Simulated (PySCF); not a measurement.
# C₃H₆BBrSi: core binding energies at several levels of theory, part 3 of 3

PySCF 2.14.0. Atoms count from 0. The steps go on from the part before.

## Step 8: Core holes by ΔSCF: SCAN, X2C

The job: settings as JSON, then the geometry in Å.

```
{"job": {"kind": "xps", "basis": "def2-TZVP"}, "charge": 0, "multiplicity": 1}
C     -3.648459     0.015736    -0.051234
C     -2.603967    -0.188678    -0.644141
B     -1.290222    -0.443041    -1.364105
Br    -1.185674     0.084696    -3.211986
C     -0.044206    -1.027057    -0.656748
Si     0.939190     0.382644     0.153547
H     -4.572330     0.196953     0.468990
H     -0.326744    -1.705571     0.164596
H      0.643982    -1.532952    -1.351467
H      0.081655     1.110018     1.135754
H      1.414931     1.342346    -0.885893
H      2.119320    -0.190255     0.869552
```

Level: delta-SCF UKS SCAN, def2-TZVP on the ionised atom, pcseg-1 elsewhere, spin-free X2C.

Output:

```text
ground state, core basis on atom 0 (C), 148 functions
  cycle   1  E = -3031.32253721  |g| = 5.21e-01
  cycle   2  E = -3031.26118509  |g| = 6.77e-01
  cycle   3  E = -3031.37731010  |g| = 2.61e-01
  cycle   4  E = -3031.39561107  |g| = 5.08e-02
  cycle   5  E = -3031.39628986  |g| = 1.64e-02
  cycle   6  E = -3031.39637122  |g| = 4.88e-03
  cycle   7  E = -3031.39637620  |g| = 1.89e-03
  cycle   8  E = -3031.39638014  |g| = 4.14e-04
  E(ground) = -3031.57981874 Eh
hole in C 1s of atom 0
  cycle   1  E = -3020.12964377  |g| = 1.46e+00
  cycle   2  E = -3016.00275262  |g| = 2.41e+00
  cycle   3  E = -3020.17394697  |g| = 8.49e-01
  cycle   4  E = -3020.46675158  |g| = 6.76e-01
  cycle   5  E = -3020.64200319  |g| = 3.32e-01
  cycle   6  E = -3020.69608738  |g| = 5.36e-02
  cycle   7  E = -3020.69781285  |g| = 2.86e-02
  cycle   8  E = -3020.69852137  |g| = 1.58e-02
  cycle   9  E = -3020.69881895  |g| = 8.28e-03
  cycle  10  E = -3020.69897765  |g| = 5.33e-03
  cycle  11  E = -3020.69906747  |g| = 2.52e-03
  cycle  12  E = -3020.69907835  |g| = 1.21e-03
  cycle  13  E = -3020.69907931  |g| = 4.62e-04
  E(ion) = -3020.88075022 Eh   <S^2> = 0.8474   hole on atom = 1.000   binding energy = 291.136 eV
ground state, core basis on atom 1 (C), 148 functions
  cycle   1  E = -3031.39654857  |g| = 3.85e-02
  cycle   2  E = -3031.39369109  |g| = 1.09e-01
  cycle   3  E = -3031.39690414  |g| = 9.64e-03
  cycle   4  E = -3031.39693593  |g| = 2.46e-03
  cycle   5  E = -3031.39694473  |g| = 8.19e-04
  cycle   6  E = -3031.39694291  |g| = 2.15e-04
  E(ground) = -3031.58065182 Eh
hole in C 1s of atom 1
  cycle   1  E = -3020.15006983  |g| = 1.47e+00
  cycle   2  E = -3015.24881499  |g| = 2.50e+00
  cycle   3  E = -3019.82723446  |g| = 1.02e+00
  cycle   4  E = -3020.50268997  |g| = 6.39e-01
  cycle   5  E = -3020.63446527  |g| = 3.60e-01
  cycle   6  E = -3020.69959517  |g| = 7.96e-02
  cycle   7  E = -3020.70342655  |g| = 3.69e-02
  cycle   8  E = -3020.70459624  |g| = 1.22e-02
  cycle   9  E = -3020.70495738  |g| = 9.55e-03
  cycle  10  E = -3020.70517130  |g| = 5.91e-03
  cycle  11  E = -3020.70530547  |g| = 2.70e-03
  cycle  12  E = -3020.70532206  |g| = 1.35e-03
  cycle  13  E = -3020.70532547  |g| = 6.33e-04
  cycle  14  E = -3020.70532397  |g| = 2.45e-04
  E(ion) = -3020.88658608 Eh   <S^2> = 0.8579   hole on atom = 1.000   binding energy = 291.000 eV
ground state, core basis on atom 2 (B), 148 functions
  cycle   1  E = -3031.38786940  |g| = 4.42e-02
  cycle   2  E = -3031.38455759  |g| = 1.16e-01
  cycle   3  E = -3031.38830393  |g| = 1.67e-02
  cycle   4  E = -3031.38837916  |g| = 4.70e-03
  cycle   5  E = -3031.38838716  |g| = 8.89e-04
  cycle   6  E = -3031.38838539  |g| = 2.86e-04
  E(ground) = -3031.57269222 Eh
hole in B 1s of atom 2
  cycle   1  E = -3023.71980682  |g| = 1.16e+00
  cycle   2  E = -3021.01584321  |g| = 2.13e+00
  cycle   3  E = -3023.87483152  |g| = 6.39e-01
  cycle   4  E = -3024.02755922  |g| = 4.24e-01
  cycle   5  E = -3024.09402220  |g| = 2.61e-01
  cycle   6  E = -3024.13737736  |g| = 6.22e-02
  cycle   7  E = -3024.13978631  |g| = 2.72e-02
  cycle   8  E = -3024.14044518  |g| = 8.07e-03
  cycle   9  E = -3024.14053736  |g| = 5.97e-03
  cycle  10  E = -3024.14058099  |g| = 4.28e-03
  cycle  11  E = -3024.14060536  |g| = 2.42e-03
  cycle  12  E = -3024.14061408  |g| = 1.07e-03
  cycle  13  E = -3024.14061685  |g| = 4.78e-04
  E(ion) = -3024.32417022 Eh   <S^2> = 0.8151   hole on atom = 1.000   binding energy = 197.242 eV
ground state, core basis on atom 4 (C), 148 functions
  cycle   1  E = -3031.39322778  |g| = 2.10e-02
  cycle   2  E = -3031.39297740  |g| = 3.49e-02
  cycle   3  E = -3031.39330700  |g| = 1.14e-02
  cycle   4  E = -3031.39333822  |g| = 3.85e-03
  cycle   5  E = -3031.39334543  |g| = 8.94e-04
  cycle   6  E = -3031.39334335  |g| = 1.66e-04
  E(ground) = -3031.57633943 Eh
hole in C 1s of atom 4
  cycle   1  E = -3020.15294648  |g| = 1.48e+00
  cycle   2  E = -3019.26553150  |g| = 1.77e+00
  cycle   3  E = -3020.49836624  |g| = 6.20e-01
  cycle   4  E = -3020.52364320  |g| = 5.73e-01
  cycle   5  E = -3020.71197306  |g| = 1.08e-01
  cycle   6  E = -3020.71752042  |g| = 5.19e-02
  cycle   7  E = -3020.71924099  |g| = 7.98e-03
  cycle   8  E = -3020.71927646  |g| = 3.95e-03
  cycle   9  E = -3020.71928860  |g| = 1.43e-03
  cycle  10  E = -3020.71929049  |g| = 5.00e-04
  E(ion) = -3020.89964580 Eh   <S^2> = 0.7653   hole on atom = 1.000   binding energy = 290.528 eV
ground state, core basis on atom 5 (Si), 150 functions
  cycle   1  E = -3031.41893238  |g| = 4.23e-02
  cycle   2  E = -3031.41887197  |g| = 3.35e-02
  cycle   3  E = -3031.41902007  |g| = 1.57e-02
  cycle   4  E = -3031.41908100  |g| = 6.53e-03
  cycle   5  E = -3031.41909246  |g| = 9.08e-04
  cycle   6  E = -3031.41909458  |g| = 3.82e-04
  E(ground) = -3031.56027323 Eh
hole in Si 1s of atom 5
  cycle   1  E = -2962.46692981  |g| = 2.95e+00
  cycle   2  E = -2960.57171285  |g| = 2.21e+00
  cycle   3  E = -2955.08339076  |g| = 2.52e+00
  cycle   4  E = -2963.25120433  |g| = 4.51e-01
  cycle   5  E = -2963.23217751  |g| = 4.91e-01
  cycle   6  E = -2963.39835381  |g| = 1.17e-01
  cycle   7  E = -2963.40294409  |g| = 8.87e-02
  cycle   8  E = -2963.40657451  |g| = 4.33e-02
  cycle   9  E = -2963.40767305  |g| = 9.50e-03
  cycle  10  E = -2963.40771696  |g| = 2.62e-03
  cycle  11  E = -2963.40772034  |g| = 7.82e-04
  cycle  12  E = -2963.40772141  |g| = 2.91e-04
  E(ion) = -2963.55687439 Eh   <S^2> = 0.7522   hole on atom = 1.000   binding energy = 1850.467 eV
hole in Si 2p of atom 5
  cycle   1  E = -3027.14129916  |g| = 1.18e+00
  cycle   2  E = -3026.39865004  |g| = 1.25e+00
  cycle   3  E = -3027.28635922  |g| = 4.86e-01
  cycle   4  E = -3027.42314092  |g| = 2.60e-01
  cycle   5  E = -3027.44221410  |g| = 1.87e-01
  cycle   6  E = -3027.46218537  |g| = 2.94e-02
  cycle   7  E = -3027.46259947  |g| = 1.39e-02
  cycle   8  E = -3027.46271438  |g| = 3.51e-03
  cycle   9  E = -3027.46272053  |g| = 1.79e-03
  cycle  10  E = -3027.46272283  |g| = 8.49e-04
  cycle  11  E = -3027.46272085  |g| = 2.70e-04
  E(ion) = -3027.61638294 Eh   <S^2> = 0.7520   hole on atom = 1.003   binding energy = 107.319 eV
  2p3/2 = 107.109 eV   2p1/2 = 107.719 eV
```

It took 40 s on 1 thread of Arm Neoverse V1, shared host; peak memory 0.52 GiB.

The holes in one table. −ε is the ground-state orbital energy:

| hole | stands for | environment | ΔSCF (eV; 2p as the shell's mean) | −ε (eV) | ⟨S²⟩ |
| --- | --- | --- | --- | --- | --- |
| C1s on C0 | C0 | terminal alkyne carbon | 291.14 | 274.2 | 0.847 |
| C1s on C1 | C1 | alkyne carbon | 291.00 (doubtful) | 273.7 | 0.858 |
| B1s on B2 | B2 | boron bonded to 2 C, Br | 197.24 | 181.7 | 0.815 |
| C1s on C4 | C4 | sp3 CH2 bonded to B and Si | 290.53 | 273.5 | 0.765 |
| Si1s on Si5 | Si5 | silicon bonded to C, 3 H | 1850.47 | 1794.5 | 0.752 |
| Si2p on Si5 | Si5 | silicon bonded to C, 3 H | 107.31 | 96.5 | 0.752 |

Doubtful: the ion did not converge, its hole moved, or its ⟨S²⟩ is well above 0.75. Rows just under that mark are hardly safer.

With the spin-orbit splitting: Si5 2p3/2 107.11, 2p1/2 107.72 eV. The table gives each 2p level as the mean over the whole 2p shell (two parts 2p3/2, one part 2p1/2), which differs a little from the single hole in the log.

## Step 9: Core holes by ΔSCF: SCAN, non-relativistic

The job, as its differences from that of step 8:

```diff
@@ -1,2 +1,2 @@
-{"job": {"kind": "xps", "basis": "def2-TZVP"}, "charge": 0, "multiplicity": 1}
+{"job": {"kind": "xps", "x2c": false}, "charge": 0, "multiplicity": 1}
 C     -3.648459     0.015736    -0.051234
```

Method: delta-SCF UKS SCAN, pcX-2 on the ionised atom, pcseg-1 elsewhere, non-relativistic.

Output:

```text
ground state, core basis on atom 0 (C), 162 functions
  cycle   1  E = -3005.92439261  |g| = 5.23e-01
  cycle   2  E = -3005.85636386  |g| = 6.90e-01
  cycle   3  E = -3005.97819884  |g| = 2.57e-01
  cycle   4  E = -3005.99567674  |g| = 5.89e-02
  cycle   5  E = -3005.99655491  |g| = 2.02e-02
  cycle   6  E = -3005.99667910  |g| = 4.93e-03
  cycle   7  E = -3005.99668498  |g| = 1.69e-03
  cycle   8  E = -3005.99668887  |g| = 3.87e-04
  E(ground) = -3006.17783856 Eh
hole in C 1s of atom 0
  cycle   1  E = -2994.73176789  |g| = 1.50e+00
  cycle   2  E = -2990.58835795  |g| = 2.58e+00
  cycle   3  E = -2994.83911214  |g| = 8.27e-01
  cycle   4  E = -2995.04210091  |g| = 7.51e-01
  cycle   5  E = -2995.27300596  |g| = 2.99e-01
  cycle   6  E = -2995.31650141  |g| = 5.01e-02
  cycle   7  E = -2995.31784985  |g| = 3.04e-02
  cycle   8  E = -2995.31861314  |g| = 1.74e-02
  cycle   9  E = -2995.31893333  |g| = 8.53e-03
  cycle  10  E = -2995.31909122  |g| = 5.55e-03
  cycle  11  E = -2995.31916032  |g| = 3.21e-03
  cycle  12  E = -2995.31917202  |g| = 1.56e-03
  cycle  13  E = -2995.31917529  |g| = 7.31e-04
  cycle  14  E = -2995.31917440  |g| = 2.54e-04
  E(ion) = -2995.49885781 Eh   <S^2> = 0.8565   hole on atom = 1.000   binding energy = 290.590 eV
ground state, core basis on atom 1 (C), 162 functions
  cycle   1  E = -3005.99658391  |g| = 5.14e-02
  cycle   2  E = -3005.99424122  |g| = 9.97e-02
  cycle   3  E = -3005.99668366  |g| = 2.80e-02
  cycle   4  E = -3005.99687586  |g| = 9.90e-03
  cycle   5  E = -3005.99690559  |g| = 1.03e-03
  cycle   6  E = -3005.99690836  |g| = 2.63e-04
  E(ground) = -3006.17828655 Eh
hole in C 1s of atom 1
  cycle   1  E = -2994.75157281  |g| = 1.51e+00
  cycle   2  E = -2989.78326838  |g| = 2.66e+00
  cycle   3  E = -2994.53228363  |g| = 9.69e-01
  cycle   4  E = -2995.10500976  |g| = 6.82e-01
  cycle   5  E = -2995.26666363  |g| = 3.32e-01
  cycle   6  E = -2995.31791587  |g| = 8.90e-02
  cycle   7  E = -2995.32274428  |g| = 3.44e-02
  cycle   8  E = -2995.32382722  |g| = 1.42e-02
  cycle   9  E = -2995.32419276  |g| = 9.97e-03
  cycle  10  E = -2995.32439539  |g| = 6.28e-03
  cycle  11  E = -2995.32451723  |g| = 2.90e-03
  cycle  12  E = -2995.32453449  |g| = 1.39e-03
  cycle  13  E = -2995.32453595  |g| = 4.85e-04
  E(ion) = -2995.50372840 Eh   <S^2> = 0.8664   hole on atom = 1.000   binding energy = 290.470 eV
ground state, core basis on atom 2 (B), 162 functions
  cycle   1  E = -3005.98619733  |g| = 4.99e-02
  cycle   2  E = -3005.98359808  |g| = 1.03e-01
  cycle   3  E = -3005.98643573  |g| = 2.67e-02
  cycle   4  E = -3005.98659724  |g| = 1.16e-02
  cycle   5  E = -3005.98663981  |g| = 1.24e-03
  cycle   6  E = -3005.98663544  |g| = 3.47e-04
  E(ground) = -3006.16935187 Eh
hole in B 1s of atom 2
  cycle   1  E = -2998.31808454  |g| = 1.18e+00
  cycle   2  E = -2995.53316118  |g| = 2.29e+00
  cycle   3  E = -2998.55756347  |g| = 5.46e-01
  cycle   4  E = -2998.63004659  |g| = 4.49e-01
  cycle   5  E = -2998.71146145  |g| = 2.43e-01
  cycle   6  E = -2998.74988896  |g| = 5.82e-02
  cycle   7  E = -2998.75182605  |g| = 2.84e-02
  cycle   8  E = -2998.75251364  |g| = 8.31e-03
  cycle   9  E = -2998.75259060  |g| = 6.43e-03
  cycle  10  E = -2998.75263001  |g| = 4.11e-03
  cycle  11  E = -2998.75265105  |g| = 2.09e-03
  cycle  12  E = -2998.75265726  |g| = 8.60e-04
  cycle  13  E = -2998.75265887  |g| = 4.66e-04
  E(ion) = -2998.93393281 Eh   <S^2> = 0.8232   hole on atom = 1.000   binding energy = 196.886 eV
ground state, core basis on atom 4 (C), 162 functions
  cycle   1  E = -3005.99279999  |g| = 4.25e-02
  cycle   2  E = -3005.99252848  |g| = 3.62e-02
  cycle   3  E = -3005.99262917  |g| = 3.19e-02
  cycle   4  E = -3005.99285919  |g| = 1.53e-02
  cycle   5  E = -3005.99292220  |g| = 1.25e-03
  cycle   6  E = -3005.99292505  |g| = 2.21e-04
  E(ground) = -3006.17366088 Eh
hole in C 1s of atom 4
  cycle   1  E = -2994.75487754  |g| = 1.51e+00
  cycle   2  E = -2993.82645285  |g| = 1.93e+00
  cycle   3  E = -2995.15662925  |g| = 5.66e-01
  cycle   4  E = -2995.12361593  |g| = 5.94e-01
  cycle   5  E = -2995.33025488  |g| = 1.09e-01
  cycle   6  E = -2995.33556911  |g| = 5.25e-02
  cycle   7  E = -2995.33729534  |g| = 8.87e-03
  cycle   8  E = -2995.33734210  |g| = 4.42e-03
  cycle   9  E = -2995.33735527  |g| = 1.47e-03
  cycle  10  E = -2995.33735470  |g| = 6.08e-04
  cycle  11  E = -2995.33735523  |g| = 1.79e-04
  E(ion) = -2995.51580175 Eh   <S^2> = 0.7668   hole on atom = 1.000   binding energy = 290.015 eV
ground state, core basis on atom 5 (Si), 173 functions
  cycle   1  E = -3006.02935347  |g| = 2.50e-02
  cycle   2  E = -3006.02932535  |g| = 1.83e-02
  cycle   3  E = -3006.02937465  |g| = 1.17e-02
  cycle   4  E = -3006.02939435  |g| = 8.16e-03
  cycle   5  E = -3006.02941145  |g| = 1.14e-03
  cycle   6  E = -3006.02941007  |g| = 1.91e-04
  E(ground) = -3006.16927894 Eh
hole in Si 1s of atom 5
  cycle   1  E = -2937.26471999  |g| = 4.32e+00
  cycle   2  E = -2935.53642958  |g| = 2.52e+00
  cycle   3  E = -2928.72023158  |g| = 2.74e+00
  cycle   4  E = -2938.11350668  |g| = 5.37e-01
  cycle   5  E = -2938.08609685  |g| = 5.66e-01
  cycle   6  E = -2938.30697956  |g| = 1.44e-01
  cycle   7  E = -2938.31610992  |g| = 8.64e-02
  cycle   8  E = -2938.31854489  |g| = 5.95e-02
  cycle   9  E = -2938.32056415  |g| = 1.49e-02
  cycle  10  E = -2938.32067927  |g| = 3.24e-03
  cycle  11  E = -2938.32068570  |g| = 1.04e-03
  cycle  12  E = -2938.32068416  |g| = 2.91e-04
  E(ion) = -2938.46735118 Eh   <S^2> = 0.7524   hole on atom = 1.000   binding energy = 1842.263 eV
hole in Si 2p of atom 5
  cycle   1  E = -3001.75533587  |g| = 1.23e+00
  cycle   2  E = -3001.57758375  |g| = 1.10e+00
  cycle   3  E = -3002.02247098  |g| = 3.06e-01
  cycle   4  E = -3002.04153611  |g| = 2.65e-01
  cycle   5  E = -3002.07661386  |g| = 9.68e-02
  cycle   6  E = -3002.08206411  |g| = 1.62e-02
  cycle   7  E = -3002.08219457  |g| = 6.60e-03
  cycle   8  E = -3002.08222200  |g| = 2.46e-03
  cycle   9  E = -3002.08222584  |g| = 8.56e-04
  cycle  10  E = -3002.08222644  |g| = 2.91e-04
  E(ion) = -3002.23344255 Eh   <S^2> = 0.7523   hole on atom = 1.002   binding energy = 107.100 eV
  2p3/2 = 106.886 eV   2p1/2 = 107.502 eV
```

It took 40 s on 1 thread of Arm Neoverse V1, shared host; peak memory 0.71 GiB.

Binding energies by hole, beside the orbital energy of the ground state; the difference holds orbital relaxation and, for a density functional, its self-interaction error:

| hole | stands for | environment | ΔSCF (eV; 2p as the shell's mean) | −ε (eV) | ⟨S²⟩ |
| --- | --- | --- | --- | --- | --- |
| C1s on C0 | C0 | terminal alkyne carbon | 290.59 (doubtful) | 274.2 | 0.857 |
| C1s on C1 | C1 | alkyne carbon | 290.47 (doubtful) | 273.7 | 0.866 |
| B1s on B2 | B2 | boron bonded to 2 C, Br | 196.89 | 181.8 | 0.823 |
| C1s on C4 | C4 | sp3 CH2 bonded to B and Si | 290.02 | 273.5 | 0.767 |
| Si1s on Si5 | Si5 | silicon bonded to C, 3 H | 1842.26 | 1789.4 | 0.752 |
| Si2p on Si5 | Si5 | silicon bonded to C, 3 H | 107.09 | 96.4 | 0.752 |

Doubtful: the ion did not converge, its hole moved, or its ⟨S²⟩ is well above 0.75.

With the spin-orbit splitting: Si5 2p3/2 106.89, 2p1/2 107.50 eV. The table gives each 2p level as the mean over the whole 2p shell (two parts 2p3/2, one part 2p1/2), which differs a little from the single hole in the log.

## Step 10: What came out

What follows sums up all 3 parts.

```
                                                                      quantity                               value
                                              B1s binding energies, SCAN/pcX-2                        B2 196.94 eV
                  C1s binding energies, SCAN/pcX-2 (standing for 1 of 3 atoms)                        C4 290.12 eV
                                             Si1s binding energies, SCAN/pcX-2                      Si5 1846.61 eV
                                             Si2p binding energies, SCAN/pcX-2                       Si5 107.05 eV
                                             C1s binding energies, B3LYP/pcX-2  C0 290.87, C1 290.71, C4 290.12 eV
                                             B1s binding energies, B3LYP/pcX-2                        B2 197.19 eV
                                            Si1s binding energies, B3LYP/pcX-2                      Si5 1845.26 eV
                                            Si2p binding energies, B3LYP/pcX-2                       Si5 107.02 eV
                                              C1s binding energies, PBE0/pcX-2  C0 290.34, C1 290.20, C4 289.67 eV
                                              B1s binding energies, PBE0/pcX-2                        B2 196.65 eV
                                             Si1s binding energies, PBE0/pcX-2                      Si5 1844.42 eV
                                             Si2p binding energies, PBE0/pcX-2                       Si5 106.69 eV
                                               C1s binding energies, PBE/pcX-2  C0 289.81, C1 289.73, C4 289.27 eV
                                               B1s binding energies, PBE/pcX-2                        B2 195.97 eV
                                              Si1s binding energies, PBE/pcX-2                      Si5 1843.26 eV
                                              Si2p binding energies, PBE/pcX-2                       Si5 106.35 eV
                                                B1s binding energies, HF/pcX-2                        B2 197.55 eV
                    C1s binding energies, HF/pcX-2 (standing for 1 of 3 atoms)                        C4 289.89 eV
                                               Si1s binding energies, HF/pcX-2                      Si5 1847.52 eV
                                               Si2p binding energies, HF/pcX-2                       Si5 106.52 eV
                                              B1s binding energies, SCAN/pcX-1                        B2 196.93 eV
                  C1s binding energies, SCAN/pcX-1 (standing for 1 of 3 atoms)                        C4 290.12 eV
                                             Si1s binding energies, SCAN/pcX-1                      Si5 1846.67 eV
                                             Si2p binding energies, SCAN/pcX-1                       Si5 107.19 eV
              C1s binding energies, SCAN/def2-TZVP (standing for 2 of 3 atoms)             C0 291.14, C4 290.53 eV
                                          B1s binding energies, SCAN/def2-TZVP                        B2 197.24 eV
                                         Si1s binding energies, SCAN/def2-TZVP                      Si5 1850.47 eV
                                         Si2p binding energies, SCAN/def2-TZVP                       Si5 107.31 eV
                            B1s binding energies, SCAN/pcX-2, non-relativistic                        B2 196.89 eV
C1s binding energies, SCAN/pcX-2, non-relativistic (standing for 1 of 3 atoms)                        C4 290.02 eV
                           Si1s binding energies, SCAN/pcX-2, non-relativistic                      Si5 1842.26 eV
                           Si2p binding energies, SCAN/pcX-2, non-relativistic                       Si5 107.09 eV
```

Single values in the summary come from the first sound run of each kind (SCAN/pcX-2), which need not be the best level. At B3LYP/pcX-2: C0 (terminal alkyne carbon) binds its C1s electron 0.75 eV more tightly than C4 (sp3 CH2 bonded to B and Si). At PBE0/pcX-2: C0 (terminal alkyne carbon) binds its C1s electron 0.67 eV more tightly than C4 (sp3 CH2 bonded to B and Si). At PBE/pcX-2: The C1s levels kept as sound span 0.54 eV, from C4 (sp3 CH2 bonded to B and Si) up to C0 (terminal alkyne carbon). At SCAN/def2-TZVP: C0 (terminal alkyne carbon) binds its C1s electron 0.61 eV more tightly than C4 (sp3 CH2 bonded to B and Si). Only 2 of the 3 C atoms are covered by sound results.
